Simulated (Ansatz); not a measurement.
NbZn3, space group Pm-3m, a comparison of functionals at one structure

Program: the Ansatz DFT code, driven from Python.

Notebook, run cell by cell (the value of a cell's last expression is shown):

**Cell 1**
```python
import ansatz as az
```

**Cell 2**
```python
SETTINGS = {
    "k_density": 3.1,
    "smearing": "cold",
}
```

**Cell 3**
```python
xtal = (
    az.Lattice.cubic(3.934)
    .space_group(221)
    .atom("Nb", [0.0, 0.0, 0.0])
    .atom("Zn", [0.0, 0.5, 0.5])
)
```

**Cell 4**
```python
len(xtal.resolved().sites)
```
Output:
```text
4
```

**Cell 5**
```python
setup = (
    xtal.calculation()
    .pseudopotentials("paw")
    .kpoints(density=SETTINGS["k_density"])
    .occupations(SETTINGS["smearing"], width=50 * az.meV)
    .stress()
)
```

**Cell 6**
```python
rows = []
for value in ["pbesol", "lda", "blyp"]:
    data = setup.functional(value).run(threads=1).report
    rows.append((value, data["free_energy_ev"] / len(data["lattice"]["sites"]), data["n_iterations"], sum(data["stress_gpa"][i][i] for i in range(3)) / 3, data["n_kpoints"]))
```
Output:
```text
DeckWarning: basis.ecutwfc = 420 eV, auto-derived from the records' recommended cutoffs: set by Nb (normal level)
```

**Cell 7**
```python
print("  functional   F/atom (eV)    iterations       P (GPa)      k-points")
for row in rows:
    print(f"{str(row[0]):>12s}  {row[1]:12.5f}  {row[2]:12d}  {row[3]:12.3f}  {row[4]:12d}")
```
Output:
```text
  functional   F/atom (eV)    iterations       P (GPa)      k-points
      pbesol   -3584.69669             8        -5.375            10
         lda   -3545.48705             8        -9.492            10
        blyp   -3637.70470             9         6.672            10
```

From lowest to highest: LDA (-9.5 GPa), PBEsol (-5.4 GPa) and BLYP (6.7 GPa). At a fixed cell a lower pressure usually means a smaller equilibrium volume, so LDA prefers the smallest cell and BLYP the largest.

Spin is left out of this run. BLYP can be off by several per cent in the lattices of metals, and by several GPa in the pressure at a fixed cell. For a metal this k-point mesh is coarse: on a finer one energies can move by several to tens of meV an atom and pressures by half a GPa or more, differences at one mesh by less. Pressure is positive in compression. The starting cell is as deposited in a crystallographic database; the results hold for this polymorph, which needn't be the stable one. Warnings are shown shortened and without file and line. Total energies of different functionals can't be compared; pressures, moments and gaps at this one structure can. Timing: 4.6 s on 1 thread of Intel(R) Xeon(R) Processor @ 2.30GHz (shared host), peak memory 0.5 GiB.
